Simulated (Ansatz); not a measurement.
# In3As in Ansatz: the effect of target pressure

The system is In3As.

```xyz
4
Lattice="4.6717 0.0000 0.0000 0.0000 4.6717 0.0000 0.0000 0.0000 4.6717" Properties=species:S:1:pos:R:3 pbc="T T T"
In    2.3358    2.3358    0.0000
In    2.3358    0.0000    2.3358
In    0.0000    2.3358    2.3358
As    0.0000    0.0000    0.0000
```

The cell comes from a database or a generator and needn't be the stable form of this composition.

Alike in all runs:

| Item | Value |
| --- | --- |
| Program | Ansatz 0.2.0 |
| Task | relaxation of cell and atoms |
| Functional | PBE |
| Potentials or basis | Ansatz PAW |
| Cutoff | 420 eV (not typed: the program's choice for these potentials) |
| k mesh | 6 × 6 × 6 |
| Occupations | fermi-dirac, width 0.05 eV |
| Spin | no spin polarisation |

Each run relaxes the cell or the atoms first.

| target pressure | relaxed volume (Å³/atom) |
| --- | --- |
| 0 GPa | ? |
| 2 GPa | 24.74 |
| 5 GPa | 23.45 |
| 10 GPa | 21.87 |
| 20 GPa | 19.92 |
| 30 GPa | 18.63 |

**Question.** What does the run with target pressure 0 GPa give?

**Answer.** Relaxed volume 25.87 Å³/atom.

Worked out: In Murnaghan's law V^(-B') rises as a straight line in P. The other rows fit best with B' = 4.5, V0 = 25.90 Å³/atom and B0 = 40 GPa, which gives 25.90 Å³/atom at 0 GPa, against the run's 25.87.

Caveats: the plane-wave basis is chosen anew once the cell has moved, so the energies of steps on either side of that aren't comparable; the volume moved by over 15 % at a fixed basis, so the end points are rough (some runs).
